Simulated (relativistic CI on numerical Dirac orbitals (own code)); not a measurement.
# Cu¹⁸⁺: how the levels respond to the fine-structure constant and the nuclear radius

How sensitive are the low transitions of Cu¹⁸⁺ to a change of α? Wanted is q = dE/dx with x = (α/α0)² − 1, and the field-shift factor by the mean square nuclear radius, for the lowest 12 levels.

Program: relativistic CI on numerical Dirac orbitals (own code) version 2. Level of theory: Dirac-Coulomb-Breit CI, KLI orbitals optimised for each configuration, derivatives by finite differences. These are calculated values, not measurements, unless marked.

## Step 1: The atom as given

* ion: Cu¹⁸⁺ (Cu XIX)
* nuclear charge: 29
* electrons: 11
* isotope: A = 63
* first configuration: [Ne] 3s

Outer shells as boxes (Hund's rule):

[Ne] 3s1
```
[Ne] core
3s [↑ ]
```

## Step 2: The run

The run's settings:

```ini
atom Cu  Z=29  charge=18  electrons=11
nucleus A=63  rms_radius_fm=3.8823
hamiltonian dirac-coulomb  breit=on  qed=off  c_scale=1
orbitals kli  potential=per-configuration
slater_scale 1
correlation none
mixing on
configurations
  [Ne] 3s
  [Ne] 3p
  [Ne] 3d
  [Ne] 4s
  [Ne] 4p
  [Ne] 4d
  [Ne] 4f
end
derivatives alpha2 +-0.01 radius +-1%
```

Q: Predict the outcome of this session. Wanted: lowest level; largest q in size, lowest 12 levels; largest field-shift factor among them.

**Answer**, as computed:

| quantity | value |
| --- | --- |
| lowest level | 3s 2S1/2 |
| largest q in size, lowest 12 levels | 54200 cm⁻¹ (3d 2D5/2) |
| largest field-shift factor among them | -32 GHz/fm² (3p 2P°3/2) |

What this shows: Among these levels the largest q belongs to 3d 2D5/2, a change of configuration. K = 2q/E, the relative sensitivity of a level, hangs on the computed energy: between configurations that lie close it can be off by a factor of several.
